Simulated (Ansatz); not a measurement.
# CH₃FOSSi: one species, many methods

How much do the methods differ for CH₃FOSSi? The plan is to run it at one geometry with functionals of several rungs and with coupled cluster. The yardstick is the atomisation energy at the CCSD(T) limit.

Program: Ansatz 0.2.0, Gaussian basis. Level of theory: functionals in def2-TZVPP, the program's frozen cores in correlated methods. These are calculated values, not measurements.

Levels to be run: LDA (SPW92), PBE-D4, revPBE-D4, BLYP-D4, r2SCAN-D4, B97M-V, PBE0-D4, B3LYP-D4, r2SCANh-D4, r2SCAN0-D4, HSE06-D4, BHLYP-D4, CAM-B3LYP-D4, LC-ωPBE, ωB97X-V, ωB97M-V, B2PLYP, PBE-QIDH; CCSD(T)/def2-SVP; CCSD(T)/def2-TZVPP; MP2/def2-QZVPP; extrapolation to the limit; RPA on PBE.

## Step 1: The relaxed structure

The geometry comes from an earlier relaxation with PBE0-D4 in a triple-zeta def2 set; it is a stationary point, not always the lowest conformer.

SMILES `O[C@@H]1S[Si@H]1F`, 8 atoms, charge 0, spin multiplicity 1.

Atoms are counted from 1 here; the program's logs count them from 0.

Bond lengths: O1–C2 1.373 Å, O1–H6 0.963 Å, C2–S3 1.937 Å, C2–Si4 1.834 Å, C2–H7 1.089 Å, S3–Si4 2.058 Å, Si4–F5 1.589 Å, Si4–H8 1.471 Å. Angles: C2–O1–H6 109.6°, O1–C2–S3 116.7°, O1–C2–Si4 120.2°, O1–C2–H7 115.2°, S3–C2–Si4 66.1°, S3–C2–H7 107.6°, Si4–C2–H7 120.0°, C2–S3–Si4 54.5°, C2–Si4–S3 59.4°, C2–Si4–F5 119.8°, C2–Si4–H8 121.8°, S3–Si4–F5 119.9°, S3–Si4–H8 121.7°, F5–Si4–H8 107.8°.

Coordinates:

| atom | x (Å) | y (Å) | z (Å) |
| --- | --- | --- | --- |
| O1 | 1.3629 | -0.2732 | -1.0023 |
| C2 | 0.3531 | 0.4107 | -0.3727 |
| S3 | 0.4803 | 0.5703 | 1.5540 |
| Si4 | -0.9515 | -0.5028 | 0.5366 |
| F5 | -2.4530 | 0.0170 | 0.4966 |
| H6 | 2.1406 | 0.2905 | -1.0703 |
| H7 | 0.1456 | 1.4027 | -0.7719 |
| H8 | -0.9859 | -1.9724 | 0.5740 |

## Step 2: LDA

This LDA is Slater exchange with PW92 correlation.

The input, in.yaml:

```yaml
crystal:
  periodic: [false, false, false]
  atoms:
    - {symbol: O, position_ang: [1.362918, -0.273173, -1.002254]}
    - {symbol: C, position_ang: [0.353080, 0.410723, -0.372659]}
    - {symbol: S, position_ang: [0.480317, 0.570262, 1.554006]}
    - {symbol: Si, position_ang: [-0.951464, -0.502752, 0.536630]}
    - {symbol: F, position_ang: [-2.452995, 0.017018, 0.496604]}
    - {symbol: H, position_ang: [2.140622, 0.290532, -1.070298]}
    - {symbol: H, position_ang: [0.145622, 1.402711, -0.771948]}
    - {symbol: H, position_ang: [-0.985899, -1.972423, 0.574021]}
basis:
  gaussian: {orbitals: def2-TZVPP}
hamiltonian: {xc: lda}
output: {orbitals: {seedname: orbitals}}
```

On the command line:

```
$ ansatz run in.yaml --threads 2 --pin off --events-out ev --progress --plain --max-ram 4352MiB
```

The runs that follow: PBE-D4 (GGA); revPBE-D4 (GGA); BLYP-D4 (GGA); r2SCAN-D4 (meta-GGA); B97M-V (meta-GGA); B3LYP-D4 (hybrid); r2SCANh-D4 (hybrid); r2SCAN0-D4 (hybrid); HSE06-D4 (hybrid); BHLYP-D4 (hybrid); CAM-B3LYP-D4 (range-separated); LC-ωPBE (range-separated); ωB97X-V (range-separated); ωB97M-V (range-separated); B2PLYP (double hybrid); PBE-QIDH (double hybrid); CCSD(T) in def2-SVP; CCSD(T) in def2-TZVPP; MP2 in def2-QZVPP; RPA on PBE orbitals.

**Question.** What will the summary of the whole plan be? Wanted: atomisation energy, CCSD(T)/CBS; farthest beyond LDA; mean size of error, GGA; mean size of error, meta-GGA; mean size of error, hybrid; mean size of error, range-separated; mean size of error, double hybrid; gap, smallest and largest; T1 diagnostic.

The runs gave:

```
                               quantity                                                            value
        atomisation energy, CCSD(T)/CBS                                                    2988.3 kJ/mol
 functionals within 14.9 kJ/mol (0.5 %)  revPBE-D4, BLYP-D4, B97M-V, PBE0-D4, HSE06-D4, ωB97X-V, ωB97M-V
                    farthest beyond LDA                                         BHLYP-D4 (-155.4 kJ/mol)
                mean size of error, GGA                                                      35.4 kJ/mol
           mean size of error, meta-GGA                                                      14.6 kJ/mol
             mean size of error, hybrid                                                      46.4 kJ/mol
    mean size of error, range-separated                                                      13.5 kJ/mol
      mean size of error, double hybrid                                                      43.2 kJ/mol
              gap, smallest and largest                            5.10 eV (BLYP-D4), 12.40 eV (LC-ωPBE)
                          T1 diagnostic                                                           0.0132
triples share of the correlation energy                                                            4.0 %
```

The LDA atomisation energy is off by 518.3 kJ/mol (17 %): it overbinds. PBE-D4 is off by +80.8 kJ/mol. Double hybrids carry the basis error of their MP2 part in triple zeta, and no dispersion term here, so their miss is partly the set-up's. The rungs range-separated, meta-GGA miss on average by less than the doubt on the reference (14.9 kJ/mol), so they tie. The reference freezes the cores and leaves out relativity and excitations past (T), so misses under about 14.9 kJ/mol can't be ranked. Hartree-Fock recovers 68 % of the binding; the rest is correlation. CCSD(T) in def2-SVP is off by -261.1 kJ/mol, more than most functionals: a good method in a small basis is no reference. The gap grows from 5.1 to 12.4 eV across the functionals, mostly with the share of exact exchange.
